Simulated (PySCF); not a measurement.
**CsK: a composite coupled-cluster curve**

One table from this session's results is given with a row withheld; the runs are named, their logs left out.

Computed with PySCF 2.14.0. Level: CCSD(T) on RHF, spin-free X2C with a Gaussian nucleus.

The first run:

```
molecule             : CsK
state                : singlet, unpaired electrons none
smaller basis        : Cs cc-pwCVDZ-X2C, K cc-pwCVDZ-X2C
larger basis         : Cs cc-pwCVTZ-X2C, K cc-pwCVTZ-X2C
frozen core orbitals : 28
extrapolation        : correlation as n⁻³ (n = 2, 3), Hartree–Fock as (n+1)·exp(−9√n)
corrections          : none
distances (Å)        : 3.8634, 4.0391, 4.2147, 4.3903, 4.5659, 4.7854, 5.0049
masses (u)           : 132.9054, 38.9637
dissociation limit   : Cs + K
```

On the command line:

```bash
> OMP_NUM_THREADS=4 python comp.py task.json out
```

Among the steps run: Coupled cluster at each distance.

One table of the session follows, with a row left open; its other results are not shown here.

It belongs to the step «Coupled cluster at each distance». Parts of the energy along the bond, in eV from Cs + K:

| R (Å) | HF/CBS | CCSD corr. | (T) |
| --- | --- | --- | --- |
| 3.8634 | 0.299 | -0.645 | -0.0972 |
| 4.0391 | 0.225 | -0.615 | -0.0922 |
| 4.2147 | 0.176 | -0.586 | -0.0880 |
| 4.3903 | 0.147 | -0.559 | -0.0848 |
| 4.5659 | ? | ? | ? |
| 4.7854 | 0.140 | -0.505 | -0.0817 |
| 5.0049 | 0.162 | -0.482 | -0.0828 |

**Question.** Estimate the row for R (Å) = 4.5659.

Worked estimate for «HF/CBS». A straight line through the neighbours (4.3903, 0.147) and (4.7854, 0.140) gives 0.147 + (0.140 − 0.147) × (4.5659 − 4.3903) / (4.7854 − 4.3903) = 0.144; a parabola fitted to 4 rows on both sides gives 0.136.

**Answer.** HF/CBS: 0.135; CCSD corr.: -0.533; (T): -0.0827. In «HF/CBS» the line misses by +0.009 and the parabola by +0.001.

Limits of these values: An extrapolation from double and triple zeta is rough, so this isn't yet the limit.
